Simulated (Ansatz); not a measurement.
# Ba2Tl5V3O12 (C2) in Ansatz: a series of runs, part 2 of 2

Ansatz 0.2.0. The steps go on from the part before.

## Step 3: Projected density of states, PBE+U, collinear spin, ferromagnetic start

Contents of input.yaml:

```yaml
crystal:
  lattice:
    - [6.49009, -6.67692, 0.0]
    - [6.49009, 6.67692, 0.0]
    - [-2.00957, 0.0, 5.7376]
  atoms:
    - { symbol: Ba, position: [0.47917, 0.52083, 0.0] }
    - { symbol: Ba, position: [0.79264, 0.20736, 0.0] }
    - { symbol: V, position: [0.65694, 0.94605, 0.25735], spin: 2.0 }
    - { symbol: V, position: [0.05395, 0.34306, 0.74265], spin: 2.0 }
    - { symbol: V, position: [0.57442, 0.42558, 0.5], spin: 2.0 }
    - { symbol: Tl, position: [0.49835, 0.85629, 0.63726] }
    - { symbol: Tl, position: [0.14371, 0.50165, 0.36274] }
    - { symbol: Tl, position: [0.01508, 0.98492, 0.5] }
    - { symbol: Tl, position: [0.30964, 0.12677, 0.21892] }
    - { symbol: Tl, position: [0.87323, 0.69036, 0.78108] }
    - { symbol: O, position: [0.0039, 0.26325, 0.44275] }
    - { symbol: O, position: [0.59719, 0.60676, 0.67706] }
    - { symbol: O, position: [0.91333, 0.4282, 0.84635] }
    - { symbol: O, position: [0.52536, 0.79943, 0.20594] }
    - { symbol: O, position: [0.68766, 0.41628, 0.31356] }
    - { symbol: O, position: [0.09251, 0.20316, 0.88601] }
    - { symbol: O, position: [0.58372, 0.31234, 0.68644] }
    - { symbol: O, position: [0.79684, 0.90749, 0.11399] }
    - { symbol: O, position: [0.5718, 0.08667, 0.15365] }
    - { symbol: O, position: [0.20057, 0.47464, 0.79406] }
    - { symbol: O, position: [0.73675, 0.9961, 0.55725] }
    - { symbol: O, position: [0.39324, 0.40281, 0.32294] }
hamiltonian:
  xc: pbe
  pseudopotentials: { kind: paw }
  hubbard: { sites: [{ species: V, l: d, u_eff: 4.0 }] }
magnetization:
  spin_polarized: true
kpoints:
  mp_grid: { grid: [3, 3, 5] }
scf:
  occupations: { method: fermi_dirac, width: 0.05 }
  n_extra_bands: 55
output:
  forces: true
  stress: true
  eigenvalues: true
  dos: { projected: true, de: 0.05, nscf_kmesh: { grid: [5, 5, 8] } }
```

Potentials or basis: Ansatz PAW.

Command:

```sh
$ ansatz run input.yaml --threads 8 --pin off --max-ram 20480MiB --backend cpu --events-out ev --progress --plain --runs-dir out
```

Wall time 4 min (8 threads of Intel Xeon Platinum 8259CL at 2.50GHz (Skylake/Cascade Lake), shared host); peak memory 8.6 GiB.

It converged, with:

| Quantity | Value |
| --- | --- |
| Free energy | -84668.1691 eV |
| Pressure | 0.3 GPa |
| Largest force | 0.151 eV/Å |
| Band gap on the k mesh | 2.92 eV, indirect (least direct gap 2.97 eV) |
| Net moment | 0.00 μB per cell |
| Absolute moment | 0.00 μB per cell |

Forces on the atoms (eV/Å):
```
Ba   0.000  0.026  0.000
Ba   0.000  0.001  0.000
V   -0.020  0.019  0.013
V    0.020  0.019 -0.013
V    0.000 -0.151  0.000
Tl  -0.010  0.001  0.000
Tl   0.010  0.001  0.000
Tl   0.000 -0.019  0.000
Tl  -0.009  0.006 -0.009
Tl   0.009  0.006  0.009
O   -0.015 -0.022 -0.108
O    0.058  0.077  0.082
O   -0.054  0.099  0.048
O   -0.124 -0.017 -0.011
O    0.064 -0.019 -0.079
O   -0.076 -0.072  0.056
O   -0.064 -0.019  0.079
O    0.076 -0.072 -0.056
O    0.054  0.099 -0.048
O    0.124 -0.017  0.011
O    0.015 -0.022  0.108
O   -0.058  0.077 -0.082
```

Stress tensor (GPa, compression positive):
```
 0.32  0.00 -0.07
 0.00  0.23  0.00
-0.07  0.00  0.35
```

Levels at points of the mesh, in eV from the valence-band top:
Spin up:
| k point | band 96 | band 97 | band 98 | band 99 | band 100 | band 101 |
| --- | --- | --- | --- | --- | --- | --- |
| (0.00, 0.00, 0.00) | -0.20 | -0.08 | -0.05 | 2.92 | 3.68 | 3.75 |
Spin down:
```csv
k point,band 94,band 95,band 96,band 97,band 98,band 99,band 100,band 101,band 102,band 103
"(0.00, 0.00, 0.00)",-0.42,-0.31,-0.20,-0.08,-0.05,2.92,3.68,3.75,3.75,3.89
```

States per cell in windows of 0.5 eV (zero at the valence-band top; states under -8 eV left out):
| from (eV) | up | down | O 2p up | O 2p down | V 3d up | V 3d down | Tl 6p down | Tl 6p up |
| --- | --- | --- | --- | --- | --- | --- | --- | --- |
| -8.0 | 0.00 | 0.00 | 0.00 | 0.00 | 0.00 | 0.00 | 0.00 | 0.00 |
| -7.5 | 0.00 | 0.00 | 0.00 | 0.00 | 0.00 | 0.00 | 0.00 | 0.00 |
| -7.0 | 0.00 | 0.00 | 0.00 | 0.00 | 0.00 | 0.00 | 0.00 | 0.00 |
| -6.5 | 0.00 | 0.00 | 0.00 | 0.00 | 0.00 | 0.00 | 0.00 | 0.00 |
| -6.0 | 0.00 | 0.00 | 0.00 | 0.00 | 0.00 | 0.00 | 0.00 | 0.00 |
| -5.5 | 0.00 | 0.00 | 0.00 | 0.00 | 0.00 | 0.00 | 0.00 | 0.00 |
| -5.0 | 2.00 | 2.00 | 0.64 | 0.64 | 0.16 | 0.16 | 0.07 | 0.07 |
| -4.5 | 2.15 | 2.15 | 0.72 | 0.72 | 0.16 | 0.16 | 0.09 | 0.09 |
| -4.0 | 0.85 | 0.85 | 0.30 | 0.30 | 0.06 | 0.06 | 0.03 | 0.03 |
| -3.5 | 0.14 | 0.14 | 0.09 | 0.09 | 0.04 | 0.04 | 0.01 | 0.01 |
| -3.0 | 8.10 | 8.10 | 5.21 | 5.21 | 2.13 | 2.13 | 0.31 | 0.31 |
| -2.5 | 5.55 | 5.55 | 3.94 | 3.94 | 1.00 | 1.00 | 0.18 | 0.18 |
| -2.0 | 5.75 | 5.75 | 4.49 | 4.49 | 0.42 | 0.42 | 0.23 | 0.23 |
| -1.5 | 4.86 | 4.86 | 3.82 | 3.82 | 0.22 | 0.22 | 0.21 | 0.21 |
| -1.0 | 6.33 | 6.33 | 5.34 | 5.34 | 0.13 | 0.13 | 0.25 | 0.25 |
| -0.5 | 5.27 | 5.27 | 4.35 | 4.35 | 0.08 | 0.08 | 0.17 | 0.17 |
| 0.0 | 0.00 | 0.00 | 0.00 | 0.00 | 0.00 | 0.00 | 0.00 | 0.00 |
| 0.5 | 0.00 | 0.00 | 0.00 | 0.00 | 0.00 | 0.00 | 0.00 | 0.00 |
| 1.0 | 0.00 | 0.00 | 0.00 | 0.00 | 0.00 | 0.00 | 0.00 | 0.00 |
| 1.5 | 0.00 | 0.00 | 0.00 | 0.00 | 0.00 | 0.00 | 0.00 | 0.00 |
| 2.0 | 0.00 | 0.00 | 0.00 | 0.00 | 0.00 | 0.00 | 0.00 | 0.00 |
| 2.5 | 0.01 | 0.01 | 0.00 | 0.00 | 0.00 | 0.00 | 0.01 | 0.01 |
| 3.0 | 2.08 | 2.08 | 0.17 | 0.17 | 0.57 | 0.57 | 1.15 | 1.15 |
| 3.5 | 4.57 | 4.57 | 0.74 | 0.74 | 2.22 | 2.22 | 1.29 | 1.29 |
| 4.0 | 3.76 | 3.76 | 0.75 | 0.75 | 1.56 | 1.56 | 1.08 | 1.08 |
| 4.5 | 4.01 | 4.01 | 0.85 | 0.85 | 1.59 | 1.59 | 1.05 | 1.05 |
| 5.0 | 5.88 | 5.88 | 1.49 | 1.49 | 2.50 | 2.50 | 1.23 | 1.23 |
| 5.5 | 3.46 | 3.46 | 0.65 | 0.65 | 0.71 | 0.71 | 1.63 | 1.63 |
| 6.0 | 2.45 | 2.45 | 0.31 | 0.31 | 0.18 | 0.18 | 1.52 | 1.52 |
| 6.5 | 2.74 | 2.74 | 0.24 | 0.24 | 0.11 | 0.11 | 1.34 | 1.34 |
| 7.0 | 2.96 | 2.96 | 0.17 | 0.17 | 0.11 | 0.11 | 0.83 | 0.83 |
| 7.5 | 3.39 | 3.39 | 0.15 | 0.15 | 0.09 | 0.09 | 0.87 | 0.87 |

Eigenvalues of the final occupation matrices:
| site | spin | trace | eigenvalues |
| --- | --- | --- | --- |
| site 1 | 1 | 1.64 | 0.29 0.29 0.35 0.35 0.37 |
| site 1 | 2 | 1.64 | 0.29 0.29 0.35 0.35 0.37 |
| site 2 | 1 | 1.64 | 0.29 0.29 0.35 0.35 0.37 |
| site 2 | 2 | 1.64 | 0.29 0.29 0.35 0.35 0.37 |
| site 3 | 1 | 1.64 | 0.27 0.30 0.34 0.37 0.37 |
| site 3 | 2 | 1.64 | 0.27 0.30 0.34 0.37 0.37 |

Caveat: the magnetic or orbital state may not be the lowest; odd divisions of the mesh miss points on the zone boundary, where band edges often lie, so the gap on the mesh can be too wide; the pressure holds a Pulay correction of +0.3 GPa for the finite cutoff; spin-orbit coupling is left out, which as a rule narrows the gap of such compounds by several tenths of an eV; the starting moments weren't kept.

## Step 4: Projected density of states, PBE+U, collinear spin, ferromagnetic start

input.yaml: that of step 3 with these lines changed.

```diff
@@ -31,3 +31,3 @@
   pseudopotentials: { kind: paw }
-  hubbard: { sites: [{ species: V, l: d, u_eff: 4.0 }] }
+  hubbard: { sites: [{ species: V, l: d, u_eff: 6.0 }] }
 magnetization:
```

Command:

```sh
$ ansatz run input.yaml --threads 8 --pin off --max-ram 20480MiB --backend cpu --events-out ev --progress --plain --runs-dir out
```

It took 3.9 min on 8 threads of Intel Xeon Platinum 8259CL at 2.50GHz (Skylake/Cascade Lake), shared host; peak memory 8.6 GiB.

The run converged. Its results:

* Free energy: -84661.6393 eV
* Pressure: 0.5 GPa
* Largest force: 0.251 eV/Å
* Band gap on the k mesh: 2.94 eV, indirect (least direct gap 2.98 eV)
* Net moment: 0.00 μB per cell
* Absolute moment: 0.00 μB per cell

Forces in eV/Å, atoms in the order of the input:
```
Ba   0.000  0.040  0.000
Ba   0.000  0.003  0.000
V   -0.032  0.030  0.021
V    0.032  0.030 -0.021
V    0.000 -0.251  0.000
Tl  -0.017  0.001  0.000
Tl   0.017  0.001  0.000
Tl   0.000 -0.031  0.000
Tl  -0.013  0.011 -0.013
Tl   0.013  0.011  0.013
O   -0.023 -0.036 -0.172
O    0.095  0.126  0.132
O   -0.086  0.155  0.077
O   -0.195 -0.027 -0.017
O    0.103 -0.027 -0.125
O   -0.119 -0.114  0.089
O   -0.103 -0.027  0.125
O    0.119 -0.114 -0.089
O    0.086  0.155 -0.077
O    0.195 -0.027  0.017
O    0.023 -0.036  0.172
O   -0.095  0.126 -0.132
```

Stress tensor (GPa, compression positive):
```
 0.51  0.00 -0.11
 0.00  0.36  0.00
-0.11  0.00  0.55
```

Levels at points of the mesh, in eV from the valence-band top:
Spin up:
```
           k point  band 95  band 96  band 97  band 98  band 99  band 100  band 101  band 102
(0.00, 0.00, 0.00)    -0.31    -0.20    -0.09    -0.05     2.94      3.79      3.79      3.82
```
Spin down:
| k point | band 96 | band 97 | band 98 | band 99 | band 100 | band 101 |
| --- | --- | --- | --- | --- | --- | --- |
| (0.00, 0.00, 0.00) | -0.20 | -0.09 | -0.05 | 2.94 | 3.79 | 3.79 |

States per cell in windows of 1 eV (zero at the valence-band top; states under -8 eV left out):
| from (eV) | up | down | O 2p up | O 2p down | V 3d up | V 3d down | Tl 6p up | Tl 6p down |
| --- | --- | --- | --- | --- | --- | --- | --- | --- |
| -8.0 | 0.00 | 0.00 | 0.00 | 0.00 | 0.00 | 0.00 | 0.00 | 0.00 |
| -7.0 | 0.00 | 0.00 | 0.00 | 0.00 | 0.00 | 0.00 | 0.00 | 0.00 |
| -6.0 | 0.00 | 0.00 | 0.00 | 0.00 | 0.00 | 0.00 | 0.00 | 0.00 |
| -5.0 | 4.03 | 4.03 | 1.31 | 1.31 | 0.29 | 0.29 | 0.16 | 0.16 |
| -4.0 | 1.02 | 1.02 | 0.37 | 0.37 | 0.08 | 0.08 | 0.04 | 0.04 |
| -3.0 | 13.38 | 13.38 | 9.00 | 9.00 | 3.04 | 3.04 | 0.49 | 0.49 |
| -2.0 | 10.79 | 10.79 | 8.47 | 8.47 | 0.68 | 0.68 | 0.44 | 0.44 |
| -1.0 | 11.73 | 11.73 | 9.77 | 9.77 | 0.22 | 0.22 | 0.43 | 0.43 |
| 0.0 | 0.05 | 0.05 | 0.04 | 0.04 | 0.00 | 0.00 | 0.00 | 0.00 |
| 1.0 | 0.00 | 0.00 | 0.00 | 0.00 | 0.00 | 0.00 | 0.00 | 0.00 |
| 2.0 | 0.00 | 0.00 | 0.00 | 0.00 | 0.00 | 0.00 | 0.00 | 0.00 |
| 3.0 | 5.21 | 5.21 | 0.54 | 0.54 | 1.79 | 1.79 | 2.43 | 2.43 |
| 4.0 | 9.15 | 9.15 | 1.89 | 1.89 | 4.23 | 4.23 | 2.10 | 2.10 |
| 5.0 | 9.33 | 9.33 | 2.16 | 2.16 | 3.23 | 3.23 | 2.84 | 2.84 |
| 6.0 | 5.11 | 5.11 | 0.55 | 0.55 | 0.27 | 0.27 | 2.84 | 2.84 |
| 7.0 | 6.40 | 6.40 | 0.33 | 0.33 | 0.19 | 0.19 | 1.76 | 1.76 |

Eigenvalues of the final occupation matrices:
| site | spin | trace | eigenvalues |
| --- | --- | --- | --- |
| site 1 | 1 | 1.61 | 0.27 0.27 0.35 0.35 0.37 |
| site 1 | 2 | 1.61 | 0.27 0.27 0.35 0.35 0.37 |
| site 2 | 1 | 1.61 | 0.27 0.27 0.35 0.35 0.37 |
| site 2 | 2 | 1.61 | 0.27 0.27 0.35 0.35 0.37 |
| site 3 | 1 | 1.61 | 0.25 0.29 0.33 0.37 0.37 |
| site 3 | 2 | 1.61 | 0.25 0.29 0.33 0.37 0.37 |

Caveat: the magnetic or orbital state may not be the lowest; odd divisions of the mesh miss points on the zone boundary, where band edges often lie, so the gap on the mesh can be too wide; the pressure holds a Pulay correction of +0.3 GPa for the finite cutoff; spin-orbit coupling is left out, which as a rule narrows the gap of such compounds by several tenths of an eV; the starting moments weren't kept. A k mesh can miss the band edges.

## Step 5: Overview

| U | gap on the mesh (eV) | pressure (GPa) | moment (μB) | largest force (eV/Å) |
| --- | --- | --- | --- | --- |
| V d U = 2 eV | 2.91 | 0.1 | 0.00 | 0.07 |
| V d U = 4 eV | 2.92 | 0.3 | 0.00 | 0.15 |
| V d U = 6 eV | 2.94 | 0.5 | 0.00 | 0.25 |

Alike in all rows: task projected density of states; level PBE+U; potentials or basis Ansatz PAW; spin collinear, ferromagnetic start; cell as given; k mesh 3 × 3 × 5; cutoff (eV) 420; smearing fermi-dirac 0.05 eV.

On the cell as given the gap runs from 2.91 eV (PBE+U) to 2.94 eV (PBE+U).

Caveats: the magnetic or orbital state may not be the lowest; odd divisions of the mesh miss points on the zone boundary, where band edges often lie, so the gap on the mesh can be too wide; spin-orbit coupling is left out, which as a rule narrows the gap of such compounds by several tenths of an eV; the starting moments weren't kept.

Total energies depend on the potentials used, so only differences within one code and one set of settings carry meaning.
